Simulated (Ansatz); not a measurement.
Task: an atomisation energy of CH6AsBS, SMILES CSB[AsH2], with the Ansatz DFT code, driven from Python. Give the script and its output. Settings (for the species named): Hartree-Fock, def2-SVP basis, multiplicity 1.

```xyz
10

C    -1.5189    0.3091   -0.3293
S    -0.6806    0.8950    1.1759
B     0.6674   -0.4229    1.1011
As    2.3883   -0.0751    0.0622
H    -0.8347    0.3750   -1.2015
H    -1.8607   -0.7390   -0.1964
H    -2.4033    0.9504   -0.5217
H     0.5045   -1.4621    1.6379
H     1.7988    1.1956   -0.6331
H     1.9390   -1.0258   -1.0950
```

`tae.py`
```python
'''Energy to split CH6AsBS into its atoms.'''

from collections import Counter
from dataclasses import dataclass

import ansatz as az
from ase import Atoms


@dataclass(frozen=True)
class Options:
    basis_set: str = 'def2-SVP'
    functional: str = 'HF'


cfg = Options()


def single_point(molecule, charge=0, unpaired=0):
    calc = (
        molecule.calculation()
        .basis(gaussian=cfg.basis_set)
        .functional(cfg.functional)
    )
    if charge:
        calc = calc.charge(charge)
    if unpaired:
        calc = calc.spin('collinear', total=unpaired)
    return calc.run(threads=1).report['free_energy_ev']

atoms = Atoms(['C', 'S', 'B', 'As', 'H', 'H', 'H', 'H', 'H', 'H'], positions=[
    (-1.5189, 0.3091, -0.3293),
    (-0.6806, 0.895, 1.1759),
    (0.6674, -0.4229, 1.1011),
    (2.3883, -0.0751, 0.0622),
    (-0.8347, 0.375, -1.2015),
    (-1.8607, -0.739, -0.1964),
    (-2.4033, 0.9504, -0.5217),
    (0.5045, -1.4621, 1.6379),
    (1.7988, 1.1956, -0.6331),
    (1.939, -1.0258, -1.095),
])
ch6asbs = az.Crystal.molecule_from_ase(atoms)

# Hund ground states
unpaired = {'C': 2, 'S': 2, 'B': 1, 'As': 3, 'H': 1}
counts = Counter(site.symbol for site in ch6asbs.cartesian_sites)
atom_energy = {s: single_point(az.Crystal.molecule().atom(s, (0, 0, 0)), 0, unpaired[s]) for s in counts}
whole = single_point(ch6asbs, 0, 0)
for s, e in atom_energy.items():
    print(f'{s:2s} x{counts[s]}  {e:14.5f} eV')
print(f'CH6AsBS: {whole:.5f} eV')
split = sum(counts[s] * e for s, e in atom_energy.items()) - whole
print(f'atomisation energy (no zero-point term): {96.485332 * split:.1f} kJ/mol, {split / sum(counts.values()):.3f} eV an atom')
```

```console
$ python tae.py
C  x1     -1024.37889 eV
S  x1    -10812.89050 eV
B  x1      -666.69406 eV
As x1    -60787.97622 eV
H  x6       -13.58606 eV
CH6AsBS: -73397.33234 eV
atomisation energy (no zero-point term): 2303.7 kJ/mol, 2.388 eV an atom
```

2303.7 kJ/mol from the electronic energies, without the zero-point term.

Reading the output:
- Total energies depend on the basis set; only differences at equal settings carry meaning.
- The geometry is a force-field or estimated start, not a minimum of this method, and the basis set is short of its limit. All parts are taken at fixed geometry, without zero-point energy.
- Hartree-Fock leaves correlation out, so bond, atomisation and ionisation energies come out well too low.
- Wall time of the script: 2.5 s on 1 thread of Arm Neoverse V1, on a shared host, peak memory 0.28 GiB.
